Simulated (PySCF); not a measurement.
# Cl4Ta (Ta(Cl)4+): the cost of one run

Program: PySCF 2.14.0. Level of theory: PBE0, Ta def2-SVP with ECP60, Cl def2-SVP; scalar-relativistic core potentials, no spin–orbit coupling. These are calculated values, not measurements.

3 further runs of the same task are left out: 2 for a known fault of the program, 1 that didn't finish.

### 1 Where the work starts

5 atoms, charge 1, spin multiplicity 1.

Bond lengths: Ta1–Cl2 2.288 Å, Ta1–Cl3 2.288 Å, Ta1–Cl4 2.288 Å, Ta1–Cl5 2.288 Å. Angles: Cl2–Ta1–Cl3 109.5°, Cl2–Ta1–Cl4 109.5°, Cl2–Ta1–Cl5 109.5°, Cl3–Ta1–Cl4 109.5°, Cl3–Ta1–Cl5 109.5°, Cl4–Ta1–Cl5 109.5°.

Coordinates:

```
Ta    0.0000    0.0000    0.0000
Cl    1.3209    1.3209    1.3209
Cl   -1.3209   -1.3209    1.3209
Cl    1.3209   -1.3209   -1.3209
Cl   -1.3209    1.3209   -1.3209
```

Formal oxidation states: Ta +5.

### 2 SCF at the start, singlet

run.py (the lines that set the calculation) reads:

```python
mol = gto.M(atom='''
Ta     0.00000     0.00000     0.00000
Cl     1.32090     1.32090     1.32090
Cl    -1.32090    -1.32090     1.32090
Cl     1.32090    -1.32090    -1.32090
Cl    -1.32090     1.32090    -1.32090''',
    basis={'Ta': 'def2-SVP', 'Cl': 'def2-SVP'},
    ecp={'Ta': 'def2-SVP'},
    charge=1, spin=0)
mf = dft.RKS(mol, xc='PBE0')
mf.grids.atom_grid = (50, 194)
mf = mf.density_fit()  # fitting sets: Ta def2-universal-JKFIT, Cl def2-universal-JKFIT
mf.conv_tol = 1e-08; mf.max_cycle = 55
mf.kernel(dm0)  # dm0: free metal ions and neutral atoms
```

The run is started by

```
> OMP_NUM_THREADS=2 python run.py
```

What time and memory should one allow on 2 threads of Arm Neoverse V2, shared host?

About 4.2 s, with a peak of 0.39 GiB.
